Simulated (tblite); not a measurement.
# C6H7F3OSi2: the cost of one run

Programs: tblite 0.8.0 and PySCF 2.14.0, with density-fitted response routines of our own. Each step states its level of theory. These are calculated values for one molecule, in the gas phase or a continuum, unless marked as measured. Atoms are numbered from 0 throughout.

### Step 1. The molecule as given

19 atoms, charge 0, multiplicity 1; geometry from: force field or distance geometry start.

Bonds of the start (Å): O0–C1 1.26, C1–C2 1.47, C2–C3 1.31, C3–Si4 1.85, Si4–C5 1.84, C5–C6 1.33, C6–Si7 1.85, C1–C8 1.49, C8–F9 1.38, C8–F10 1.37, C8–F11 1.38, Si7–C2 1.86, C3–H12 1.09, Si4–H13 1.48, Si4–H14 1.45, C5–H15 1.10, C6–H16 1.09, Si7–H17 1.47, Si7–H18 1.46.

### Step 2. Optimising the geometry with GFN2-xTB

The job: settings as JSON, then the geometry in Å.

```
{"job": {"kind": "relax", "xc": "GFN2-xTB", "basis": "xTB"}, "charge": 0, "multiplicity": 1}
O     -1.920200     2.126300     0.065800
C     -1.837100     0.866700     0.056400
C     -0.500600     0.291600    -0.172900
C     -0.295200    -1.004100    -0.207400
Si     1.446800    -1.546600    -0.513800
C      2.471300    -0.557100     0.648000
C      2.266500     0.759900     0.680400
Si     0.959900     1.398000    -0.464300
C     -3.015000    -0.017300     0.304300
F     -4.144400     0.743500     0.509000
F     -3.161600    -0.810300    -0.797300
F     -2.773300    -0.708600     1.471300
H     -1.103900    -1.714200    -0.026700
H      1.833700    -1.261300    -1.917300
H      1.594200    -2.963000    -0.245200
H      3.217300    -1.043800     1.293100
H      2.824800     1.418900     1.345200
H      1.508900     1.234200    -1.821600
H      0.618100     2.796300    -0.214400
```

Run with:

```console
OMP_NUM_THREADS=1 python probes_run.py task.json out
```

This one command runs all jobs of the session in turn.

**Question.** How long does this first job take on 1 thread of Arm Neoverse V1, shared host, and how much memory does it need?

About 1.9 s, with a peak of 0.18 GiB.
